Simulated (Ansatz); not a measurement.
Debugging a G0W0 quasiparticle calculation of MgS, space group Fm-3m (Ansatz 0.2.0 through its Python package).

`gw_mgs.py`:
```python
"""One-shot GW for MgS."""

import ansatz as az

CUTOFF = 450
XC = "pbesol"
EXTRA_BANDS = -2
OCCUPATIONS = "fixed"

crystal = (
    az.Lattice.fcc(5.2033)
    .space_group(225)
    .atom("Mg", [0.0, 0.0, 0.0])
    .atom("S", [0.5, 0.0, 0.0])
    .primitive()
)

model = (
    crystal.calculation()
    .basis(CUTOFF)  # plane waves up to this kinetic energy
    .functional(XC)
    .kpoints(4)  # the mesh must be finer for metals
    .scf(extra_bands=EXTRA_BANDS)
    .occupations(OCCUPATIONS)  # whole-number filling, right only where there is a gap
    .gw(empty_bands=40, screening_cutoff=150, quasiparticle_bands=("v1", "c1"))
)
events = []
result = model.session().plan().execute(on_event=events.append, runs_dir="gw_run")
gw = next(e["data"] for e in events if e["event"] == "gw_qp")
top = gw["frontier_bands"]["highest_filled_band"]
for qp in gw["qp"]:
    if qp["ik"] == 0:
        print("band", qp["band"], "shift", round(qp["e_qp_ev"] - qp["eps_ks_ev"], 3), "eV, Z =", round(qp["z"], 3))
for key, label in (("eps_ks_ev", "Kohn-Sham"), ("e_qp_ev", "G0W0")):
    filled = max(qp[key] for qp in gw["qp"] if qp["band"] <= top)
    empty = min(qp[key] for qp in gw["qp"] if qp["band"] > top)
    print(f"{label} gap on the mesh: {empty - filled:.3f} eV")
print("static dielectric eigenvalues (RPA, this mesh):", [round(e, 3) for e in gw["screening"][0]["eps_tensor_eigenvalues"]])
```

Output of `python gw_mgs.py`:
```text
Traceback (most recent call last):
  File "gw_mgs.py", line 28, in <module>
    result = model.session().plan().execute(on_event=events.append, runs_dir="gw_run")
             ~~~~~~~~~~~~~^^
  ...
ansatz.RefusalError: YAML parse error: error: line 18 column 18: invalid u64
  --> <input>:18:18
   |
16 |   xc: pbesol
17 | scf:
18 |   n_extra_bands: -2
   |                  ^ invalid u64
19 |   occupations:
20 |     method: fixed
   |
```
(Library frames cut from the traceback.)

Find the fault and give the corrected script.

The fault: a negative count of extra bands. The change:

```diff
--- before
+++ after
@@ -6,3 +6,2 @@
 XC = "pbesol"
-EXTRA_BANDS = -2
 OCCUPATIONS = "fixed"
@@ -22,3 +21,2 @@
     .kpoints(4)  # the mesh must be finer for metals
-    .scf(extra_bands=EXTRA_BANDS)
     .occupations(OCCUPATIONS)  # whole-number filling, right only where there is a gap
```

With that change:

```console
$ python gw_mgs.py
band 8 shift -0.614 eV, Z = 0.784
band 9 shift 0.756 eV, Z = 0.809
Kohn-Sham gap on the mesh: 2.675 eV
G0W0 gap on the mesh: 4.030 eV
static dielectric eigenvalues (RPA, this mesh): [6.406, 6.406, 6.406]
```

Notes:
- Energy and stress may still move on a finer k-point mesh.
- The structure is a deposited one; some such entries were measured under pressure or heat, so a shift against it needn't be the functional's error alone.
- Mesh, empty bands and screening cutoff are small, so the quasiparticle gap isn't converged, and it is read on the mesh points alone. Spin-orbit coupling is left out, which matters for heavy elements.
- Wall time of the script: 6.5 s on 1 thread of Arm Neoverse V1 (shared host), peak memory 0.37 GiB.

(Lines on the test bed's own set-up are left out of the output.)
